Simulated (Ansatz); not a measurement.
# Sb: the cost of one run

Computed with Ansatz 0.2.0 (DFT LDA, scalar-relativistic, plane waves, PAW, unless a step's input says otherwise).

## 1. The starting structure

It takes space group R-3m (No. 166, trigonal). Conventional cell: a = 4.354 Å, b = 4.354 Å, c = 11.490 Å, α = 90.00°, β = 90.00°, γ = 120.00°. Around Sb (site symmetry 3m) lie 3 Sb at 2.93 Å.

Coordinates:

```cif
data_structure
_symmetry_space_group_name_H-M 'P 1'
_symmetry_Int_Tables_number 1
_cell_length_a 4.5812
_cell_length_b 4.5812
_cell_length_c 4.5812
_cell_angle_alpha 56.747
_cell_angle_beta 56.747
_cell_angle_gamma 56.747
_cell_volume 62.88
loop_
_atom_site_label
_atom_site_type_symbol
_atom_site_fract_x
_atom_site_fract_y
_atom_site_fract_z
_atom_site_occupancy
Sb1 Sb 0.26826 0.26826 0.26826 1
Sb2 Sb 0.73174 0.73174 0.73174 1
```

The structure comes from the Materials Project (structure only).

(A quick probe on a coarse mesh, which set the mesh and smearing, is not shown.)

## 3. Full relaxation

input.yaml reads:

```yaml
crystal:
  lattice:
    - [2.17706732, 1.25693041, 3.82988032]
    - [-2.17706732, 1.25693041, 3.82988032]
    - [0.0, -2.51386081, 3.82988032]
  atoms:
    - { symbol: Sb, position: [0.26825625, 0.26825625, 0.26825625] }
    - { symbol: Sb, position: [0.73174375, 0.73174375, 0.73174375] }
basis:
  ecutwfc: 420
kpoints:
  mp_grid: { grid: [12, 12, 12] }
hamiltonian:
  xc: lda
scf:
  occupations: { method: gaussian, width: 0.1 }
output:
  forces: true
  stress: true
  eigenvalues: true
relax:
  adjacent_minimum: "off"
  f_tol: 0.005
  max_steps: 80
  cell: { stress_tol: 0.05 }
```

Started as:

```
$ ansatz run input.yaml --threads 4 --pin off --max-ram 8192MiB --backend cpu --events-out ev --progress --plain --runs-dir out
```

What time and memory should one allow on 4 threads of Arm Neoverse V2, shared host?

About 18 s, with a peak of 0.5 GiB.
